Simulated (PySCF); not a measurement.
# C4H3BCl2: the cost of one run

The runs use PySCF 2.14.0, with density-fitted response routines of our own; the level of theory stands in each step. All values are computed, except where a source is named. Atoms count from 0, in the outputs and in this text.

## Step 1: Starting geometry

10 atoms, charge 0, multiplicity 1; geometry from: GFN2-xTB. The atoms were then displaced at random by about 0.01 Å, so the start is not that level's minimum.

Bonds of the start (Å): C0–C1 1.30, C1–C2 1.39, C2–C3 1.27, C3–B4 1.46, B4–Cl5 1.72, B4–Cl6 1.73, C0–H7 1.11, C0–H8 1.09, C1–H9 1.08.

## Step 2: Geometry optimisation at PBE0-D3(BJ)/def2-SVP

What the job is given:

```
{"job": {"xc": "PBE0", "basis": "def2-SVP", "d3": "d3bj", "grid": 1, "shake": 0.01, "kind": "geom"}, "charge": 0, "multiplicity": 1}
C     -2.320300     0.021460    -0.175010
C     -1.312960    -0.791040    -0.086940
C      0.007350    -0.348780    -0.096160
C      1.214310     0.032680    -0.087480
B      2.597390     0.508060    -0.091230
Cl     3.902340    -0.585750     0.141090
Cl     2.953590     2.190240    -0.301430
H     -2.181830     1.116400    -0.273180
H     -3.357720    -0.305420    -0.148480
H     -1.451740    -1.858790     0.014160
```

The run is started by

```
$ OMP_NUM_THREADS=1 python probes_run.py task.json out
```

One launch serves the whole session: the jobs run in the order shown.

**Question.** How long does this first job take on 1 thread of Arm Neoverse N1, shared host, and how much memory does it need?

About 79 s, with a peak of 0.5 GiB.
